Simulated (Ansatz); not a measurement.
**C10H30Si4: a short trajectory**

What does C10H30Si4 do in its first 8 fs at constant energy, with the temperature set to 700 K?

Method: BLYP/def2-SVP with D4 dispersion; program: Ansatz 0.2.0, Gaussian basis.

## (1) The relaxed structure

The structure was relaxed beforehand with PBE-D4/def2-SVP.

SMILES `CC[SiH](C)C[SiH](C)C[SiH](C)C[SiH](C)C`, 44 atoms, charge 0, spin multiplicity 1.

Atoms are counted from 1 here; the program's logs count them from 0.

Bond lengths: C1–C2 1.535 Å, C1–H15 1.110 Å, C1–H16 1.110 Å, C1–H17 1.110 Å, C2–Si3 1.904 Å, C2–H18 1.113 Å, C2–H19 1.113 Å, Si3–C4 1.893 Å, Si3–C5 1.898 Å, Si3–H20 1.512 Å, C4–H21 1.109 Å, C4–H22 1.110 Å, C4–H23 1.109 Å, C5–Si6 1.897 Å, C5–H24 1.113 Å, C5–H25 1.113 Å, Si6–C7 1.891 Å, Si6–C8 1.897 Å and more. Angles: C2–C1–H15 111.6°, C2–C1–H16 111.7°, C2–C1–H17 112.1°, H15–C1–H16 107.0°, H15–C1–H17 107.1°, H16–C1–H17 107.0°, C1–C2–Si3 114.7°, C1–C2–H18 110.5°, C1–C2–H19 110.4°, Si3–C2–H18 107.6°, Si3–C2–H19 107.6°, H18–C2–H19 105.5°, C2–Si3–C4 110.5°, C2–Si3–C5 110.7°, C2–Si3–H20 107.7°, C4–Si3–C5 109.8°, C4–Si3–H20 108.8°, C5–Si3–H20 109.3° and more.

Geometry (Å):

```xyz
44
C10H30Si4
C    -4.8267   -2.8358   -0.6665
C    -5.1786   -1.3558   -0.8704
Si   -4.0517   -0.1342    0.0580
C    -4.1988   -0.3849    1.9289
C    -2.2438   -0.3500   -0.4778
Si   -1.0511    1.0203    0.0680
C    -1.4479    2.6247   -0.8504
C     0.7513    0.5205   -0.2496
Si    2.0678    1.6394    0.5342
C     2.0808    1.3968    2.4097
C     3.7936    1.2972   -0.1772
Si    4.3997   -0.5001   -0.1493
C     6.2885   -0.5573   -0.2753
C     3.6379   -1.4877   -1.5745
H    -3.7936   -3.0604   -1.0054
H    -4.8882   -3.1294    0.4023
H    -5.5077   -3.5089   -1.2282
H    -6.2261   -1.1562   -0.5518
H    -5.1415   -1.0930   -1.9509
H    -4.5099    1.2655   -0.2843
H    -5.2453   -0.2457    2.2694
H    -3.8786   -1.4073    2.2179
H    -3.5601    0.3362    2.4781
H    -1.8787   -1.3237   -0.0819
H    -2.1977   -0.4221   -1.5877
H    -1.2310    1.2497    1.5524
H    -1.3246    2.4853   -1.9447
H    -0.7718    3.4437   -0.5330
H    -2.4931    2.9431   -0.6638
H     0.9086   -0.5138    0.1299
H     0.9053    0.4832   -1.3509
H     1.7150    3.0808    0.2389
H     2.3624    0.3553    2.6678
H     2.8092    2.0781    2.8950
H     1.0800    1.6000    2.8420
H     4.5156    1.9221    0.3947
H     3.8335    1.6603   -1.2282
H     3.9915   -1.1464    1.1562
H     6.6597   -1.6026   -0.2586
H     6.6324   -0.0878   -1.2202
H     6.7636   -0.0140    0.5668
H     3.9048   -1.0324   -2.5510
H     2.5327   -1.5213   -1.5051
H     4.0129   -2.5317   -1.5736
```

## (2) Dynamics

in.yaml reads:

```yaml
crystal:
  periodic: [false, false, false]
  atoms:
    - {symbol: C, position_ang: [-4.826681, -2.835761, -0.666466]}
    - {symbol: C, position_ang: [-5.178648, -1.355828, -0.870400]}
    - {symbol: Si, position_ang: [-4.051738, -0.134232, 0.058048]}
    - {symbol: C, position_ang: [-4.198845, -0.384872, 1.928936]}
    - {symbol: C, position_ang: [-2.243753, -0.349952, -0.477764]}
    - {symbol: Si, position_ang: [-1.051067, 1.020297, 0.067978]}
    - {symbol: C, position_ang: [-1.447914, 2.624716, -0.850411]}
    - {symbol: C, position_ang: [0.751256, 0.520476, -0.249554]}
    - {symbol: Si, position_ang: [2.067753, 1.639359, 0.534209]}
    - {symbol: C, position_ang: [2.080791, 1.396756, 2.409707]}
    - {symbol: C, position_ang: [3.793595, 1.297223, -0.177242]}
    - {symbol: Si, position_ang: [4.399747, -0.500148, -0.149301]}
    - {symbol: C, position_ang: [6.288489, -0.557255, -0.275336]}
    - {symbol: C, position_ang: [3.637866, -1.487711, -1.574464]}
    - {symbol: H, position_ang: [-3.793634, -3.060370, -1.005445]}
    - {symbol: H, position_ang: [-4.888190, -3.129374, 0.402299]}
    - {symbol: H, position_ang: [-5.507731, -3.508870, -1.228204]}
    - {symbol: H, position_ang: [-6.226061, -1.156245, -0.551818]}
    - {symbol: H, position_ang: [-5.141467, -1.093024, -1.950950]}
    - {symbol: H, position_ang: [-4.509858, 1.265532, -0.284311]}
    - {symbol: H, position_ang: [-5.245303, -0.245672, 2.269438]}
    - {symbol: H, position_ang: [-3.878616, -1.407281, 2.217906]}
    - {symbol: H, position_ang: [-3.560098, 0.336175, 2.478122]}
    - {symbol: H, position_ang: [-1.878682, -1.323727, -0.081938]}
    - {symbol: H, position_ang: [-2.197724, -0.422132, -1.587732]}
    - {symbol: H, position_ang: [-1.231037, 1.249677, 1.552430]}
    - {symbol: H, position_ang: [-1.324619, 2.485299, -1.944720]}
    - {symbol: H, position_ang: [-0.771832, 3.443691, -0.532961]}
    - {symbol: H, position_ang: [-2.493130, 2.943137, -0.663754]}
    - {symbol: H, position_ang: [0.908557, -0.513790, 0.129893]}
    - {symbol: H, position_ang: [0.905309, 0.483226, -1.350909]}
    - {symbol: H, position_ang: [1.714981, 3.080849, 0.238866]}
    - {symbol: H, position_ang: [2.362364, 0.355301, 2.667845]}
    - {symbol: H, position_ang: [2.809235, 2.078112, 2.894961]}
    - {symbol: H, position_ang: [1.080016, 1.600046, 2.841964]}
    - {symbol: H, position_ang: [4.515627, 1.922128, 0.394742]}
    - {symbol: H, position_ang: [3.833522, 1.660251, -1.228185]}
    - {symbol: H, position_ang: [3.991463, -1.146351, 1.156211]}
    - {symbol: H, position_ang: [6.659670, -1.602558, -0.258578]}
    - {symbol: H, position_ang: [6.632412, -0.087777, -1.220240]}
    - {symbol: H, position_ang: [6.763611, -0.013961, 0.566776]}
    - {symbol: H, position_ang: [3.904801, -1.032390, -2.550959]}
    - {symbol: H, position_ang: [2.532706, -1.521299, -1.505082]}
    - {symbol: H, position_ang: [4.012859, -2.531677, -1.573585]}
basis:
  gaussian: {orbitals: def2-SVP}
hamiltonian: {xc: {name: BLYP}, dispersion: d4}
md: {timestep: 0.5 fs, n_steps: 15, ensemble: nve, temperature: 700, initial_velocities: maxwell_boltzmann, seed: 69}
scf: {omitted_lower_state_checks: [starts]}
```

The run is started by

```bash
ansatz run in.yaml --threads 2 --pin off --events-out ev --progress --plain --max-ram 22528MiB --backend cuda --devices 0, --max-vram 18GiB
```

Output, cut to the lines that bear on the results:

```text
Functional definition: BLYP
  name "BLYP"
  cite "Becke, Phys. Rev. A 38, 3098 (1988) doi:10.1103/PhysRevA.38.3098"
  cite "Lee, Yang & Parr, Phys. Rev. B 37, 785 (1988) doi:10.1103/PhysRevB.37.785"
[...]
4104 factors; their error is unknown
[...]
mean field -42346.64480319 eV, -1556.2104929306 hartree, gradient 3.6e-5 eV, S^2 0.000000; 0 other end points of the search recorded, 0 dependent functions left out
[...]
reference -42346.64547298 eV, -1556.2105175447 hartree; 73, 73 occupied and 289, 289 virtual orbitals, 4104 factors
md step     0: t =     0.00 fs  T =   700.0 K  F+E_penalty+E_count = -42349.35560048 eV  E_kin = 3.800244 eV  conserved = -42345.55535651 eV  (30 SCF iters)
[...]
md step     4: t =     2.00 fs  T =   545.9 K  F+E_penalty+E_count = -42348.50807791 eV  E_kin = 2.963615 eV  conserved = -42345.54446295 eV  (30 SCF iters, 3 dispersion substeps)
[...]
md step     8: t =     4.00 fs  T =   412.0 K  F+E_penalty+E_count = -42347.77986915 eV  E_kin = 2.236911 eV  conserved = -42345.54295804 eV  (30 SCF iters, 3 dispersion substeps)
[...]
md step    12: t =     6.00 fs  T =   387.1 K  F+E_penalty+E_count = -42347.65069927 eV  E_kin = 2.101517 eV  conserved = -42345.54918215 eV  (30 SCF iters, 3 dispersion substeps)
[...]
md step    14: t =     7.00 fs  T =   340.6 K  F+E_penalty+E_count = -42347.39608835 eV  E_kin = 1.848927 eV  conserved = -42345.54716096 eV  (30 SCF iters, 3 dispersion substeps)
[...]
Atom 28 at    -2.485644     2.844216    -0.509631 Å, force    -0.034167     0.136522    -0.472004 eV/Å
Atom 29 at     1.084907    -0.594739     0.148244 Å, force    -0.545719     0.640869    -0.238654 eV/Å
Atom 30 at     0.714517     0.486459    -1.286861 Å, force     0.806451    -0.335306    -0.788001 eV/Å
Atom 31 at     1.714687     3.177831     0.257918 Å, force     0.057720    -0.983584     0.126968 eV/Å
Atom 32 at     2.335091     0.316832     2.707999 Å, force    -0.941556    -0.726879    -0.101521 eV/Å
Atom 33 at     2.989787     1.844949     2.910182 Å, force    -0.957910     0.298507    -0.588293 eV/Å
Atom 34 at     1.158938     1.823724     2.617165 Å, force    -0.676279    -0.238468     1.308925 eV/Å
Atom 35 at     4.280516     2.091607     0.411737 Å, force     0.601986    -0.533368    -0.169860 eV/Å
Atom 36 at     3.780106     1.651266    -1.195240 Å, force     0.099690     0.629204    -1.663508 eV/Å
Atom 37 at     4.069782    -1.050476     1.167890 Å, force    -0.362454    -0.140164    -0.019662 eV/Å
Atom 38 at     6.750033    -1.545450    -0.073886 Å, force    -0.310997    -0.098475    -0.518236 eV/Å
Atom 39 at     6.473594    -0.048833    -1.129173 Å, force     0.839693    -0.178015    -0.427723 eV/Å
Atom 40 at     6.741875     0.024101     0.581609 Å, force     0.180959     1.028387     1.086642 eV/Å
Atom 41 at     3.868740    -1.060837    -2.530924 Å, force    -0.377013     0.352603    -0.418399 eV/Å
Atom 42 at     2.511842    -1.668776    -1.521964 Å, force    -1.809544     0.137068     0.148048 eV/Å
Atom 43 at     4.020620    -2.484694    -1.641877 Å, force     0.406290    -0.933193     0.272762 eV/Å
Dipole moment:     0.213990    -0.075609    -0.217744 e Å
Checks for a lower state left out: starts
```

Run time: 41 s. Hardware: 1 × H100 (card shared with other runs) with 2 threads of AMD EPYC 7R13, shared host; peak host memory 1.1 GiB.

## (3) Frames and traces

Step by step, with energies from the first frame:

| time (fs) | T (K) | potential (meV) | conserved (meV) | C11–H37 (Å) |
| --- | --- | --- | --- | --- |
| 0.0 | 700 | 0.0 | 0.00 | 1.113 |
| 0.5 | 687 | 72.4 | 1.40 | 1.135 |
| 1.0 | 651 | 268.2 | 4.24 | 1.155 |
| 1.5 | 601 | 544.4 | 7.68 | 1.173 |
| 2.0 | 546 | 847.5 | 10.89 | 1.187 |
| 2.5 | 495 | 1127.5 | 13.16 | 1.196 |
| 3.0 | 454 | 1348.7 | 14.09 | 1.200 |
| 3.5 | 427 | 1496.4 | 13.72 | 1.199 |
| 4.0 | 412 | 1575.7 | 12.40 | 1.193 |
| 4.5 | 406 | 1607.5 | 10.56 | 1.182 |
| 5.0 | 403 | 1620.6 | 8.63 | 1.166 |
| 5.5 | 398 | 1645.0 | 7.03 | 1.147 |
| 6.0 | 387 | 1704.9 | 6.17 | 1.126 |
| 6.5 | 367 | 1812.1 | 6.49 | 1.104 |
| 7.0 | 341 | 1959.5 | 8.20 | 1.083 |
| 7.5 | 312 | 2118.2 | 11.01 | 1.064 |

Positions (Å) and forces (eV/Å) at 7.5 fs:

```xyz
44

C    -4.902   -2.928   -0.684    0.009    0.446   -1.068
C    -5.164   -1.404   -0.944    1.312    0.878    2.447
Si   -4.008   -0.094    0.086   -2.162   -0.568   -1.762
C    -4.178   -0.361    1.914   -2.113   -0.078   -0.094
C    -2.254   -0.319   -0.416    0.610    0.425    1.283
Si   -1.017    1.014    0.047    0.518    0.032    1.097
C    -1.437    2.651   -0.822   -0.127   -0.630    0.271
C     0.768    0.437   -0.195   -0.244    0.304   -0.061
Si    2.042    1.658    0.505    0.424   -0.336    0.205
C     2.102    1.337    2.395    1.933    1.206   -0.630
C     3.759    1.303   -0.190   -0.050    0.265    1.036
Si    4.418   -0.474   -0.183   -1.570   -0.493    1.407
C     6.256   -0.555   -0.176    0.423   -0.464   -1.210
C     3.554   -1.509   -1.576    2.520    0.898    0.186
H    -3.887   -3.251   -1.131   -1.279    0.258    0.102
H    -4.747   -3.117    0.409   -0.622   -0.180   -0.294
H    -5.794   -3.497   -1.162    1.357    0.101    0.874
H    -6.086   -0.980   -0.451   -0.157   -0.754   -0.817
H    -5.034   -1.043   -1.971   -0.389   -0.191   -0.459
H    -4.704    1.133   -0.499    0.516    0.167    0.383
H    -5.219   -0.174    2.377    1.127   -0.415   -0.675
H    -3.909   -1.429    1.938    0.115   -0.206    0.793
H    -3.487    0.279    2.418    1.052    0.448    0.871
H    -1.909   -1.251    0.066    0.080   -0.255   -0.120
H    -2.272   -0.439   -1.476    0.198   -0.323   -1.509
H    -1.017    1.303    1.530   -0.584    0.036    0.051
H    -1.285    2.651   -1.911   -0.395   -0.190   -0.365
H    -0.839    3.481   -0.466    0.521    0.563    0.520
H    -2.486    2.844   -0.510   -0.034    0.137   -0.472
H     1.085   -0.595    0.148   -0.546    0.641   -0.239
H     0.715    0.486   -1.287    0.806   -0.335   -0.788
H     1.715    3.178    0.258    0.058   -0.984    0.127
H     2.335    0.317    2.708   -0.942   -0.727   -0.102
H     2.990    1.845    2.910   -0.958    0.299   -0.588
H     1.159    1.824    2.617   -0.676   -0.238    1.309
H     4.281    2.092    0.412    0.602   -0.533   -0.170
H     3.780    1.651   -1.195    0.100    0.629   -1.664
H     4.070   -1.050    1.168   -0.362   -0.140   -0.020
H     6.750   -1.545   -0.074   -0.311   -0.098   -0.518
H     6.474   -0.049   -1.129    0.840   -0.178   -0.428
H     6.742    0.024    0.582    0.181    1.028    1.087
H     3.869   -1.061   -2.531   -0.377    0.353   -0.418
H     2.512   -1.669   -1.522   -1.810    0.137    0.148
H     4.021   -2.485   -1.642    0.406   -0.933    0.273
```

## (4) Outcome

| quantity | value |
| --- | --- |
| length | 15 steps of 0.5 fs |
| temperature, first and last frame | 700, 312 K |
| temperature, second half | mean 378 K, from 312 to 412 K |
| swing of the potential | 2118 meV |
| largest change of the conserved energy | 14.09 meV |
| range of C11–H37 | 1.064 to 1.200 Å |

**Reading.** From 700 K at the start the temperature swings between 312 and 700 K: with 44 atoms it has no steady value yet; starting near a minimum, about half of the kinetic energy flows into the potential. The conserved energy moves by 14.09 meV, 0.7 % of the potential's swing, so the step is short enough for this stretch. C11–H37 swings most, by 0.14 Å; no bond breaks. A run of 8 fs gives no averages.
